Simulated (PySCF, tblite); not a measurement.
**C6H4ClF: infrared bands and NMR shifts**

What infrared bands and NMR shifts should C6H4ClF (`CC#CC#C[C@@H](F)Cl`) show?

Programs: tblite 0.8.0 and PySCF 2.14.0, with density-fitted response routines of our own. Each step states its level of theory. These are calculated values for one molecule in the gas phase, unless marked as measured. Atoms count from 0, in the outputs and in this text.

### Step 1. The molecule as given

12 atoms, charge 0, multiplicity 1; geometry from: GFN2-xTB.

Bonds of the start (Å): C0–C1 1.44, C1–C2 1.21, C2–C3 1.36, C3–C4 1.21, C4–C5 1.44, C5–F6 1.36, C5–Cl7 1.81, C0–H8 1.09, C0–H9 1.09, C0–H10 1.09, C5–H11 1.10.

### Step 2. Harmonic vibrations with GFN2-xTB

Job settings and geometry (Å):

```
{"job": {"kind": "ir", "xc": "GFN2-xTB", "basis": "xTB"}, "charge": 0, "multiplicity": 1}
C     -3.299237    -0.580436    -0.193428
C     -1.888102    -0.319257    -0.097137
C     -0.702582    -0.102977    -0.019365
C      0.625410     0.147774     0.079107
C      1.802770     0.414822     0.133379
C      3.209448     0.676261     0.257269
F      3.528893     1.160766     1.490661
Cl     4.146216    -0.853477     0.007038
H     -3.633426    -1.145956     0.676699
H     -3.850970     0.358952    -0.238501
H     -3.510140    -1.157917    -1.093825
H      3.572919     1.400759    -0.483795
```

**Question.** This job is followed by: GIAO PBE0/pcSseg-1 NMR shielding, non-relativistic, gas phase. Predict these results of the whole session: strongest single infrared mode (GFN2-xTB); zero-point energy (GFN2-xTB); ¹³C shifts against TMS (PBE0/pcSseg-1); ¹H shifts against TMS (PBE0/pcSseg-1, means over atoms taken as alike); ¹⁹F shifts against CFCl3 (PBE0/pcSseg-1); ³⁵Cl shifts against HCl (PBE0/pcSseg-1).

The runs gave:

| quantity | value |
| --- | --- |
| strongest single infrared mode (GFN2-xTB) | 2360 cm⁻¹, 258 km/mol |
| zero-point energy (GFN2-xTB) | 47.0 kcal/mol |
| ¹³C shifts against TMS (PBE0/pcSseg-1) | 97.6, 92.6, 87.8, 70.5, 70.0, 5.6 ppm |
| ¹H shifts against TMS (PBE0/pcSseg-1, means over atoms taken as alike) | 6.78, 2.25 ppm |
| ¹⁹F shifts against CFCl3 (PBE0/pcSseg-1) | -138.4 ppm |
| ³⁵Cl shifts against HCl (PBE0/pcSseg-1) | 345 ppm |

What this shows: No mode is imaginary among the 30: a minimum at this level. The strongest single mode, at 2360 cm⁻¹, is spread over several atoms, C2, C1, C3, C4 among them. Unscaled tight-binding wavenumbers are off by several per cent, some by more. Its intensities can rank the bands wrongly. H11 (hydrogen on a propargylic sp3 CH bonded to Cl and F) lies farthest downfield among hydrogen, at 6.78 ppm; its carbon carries Cl and F, an electronegative neighbour. At PBE0/pcSseg-1: Shielding is most anisotropic at Cl7 (span 811 ppm, paramagnetic term -540 ppm).
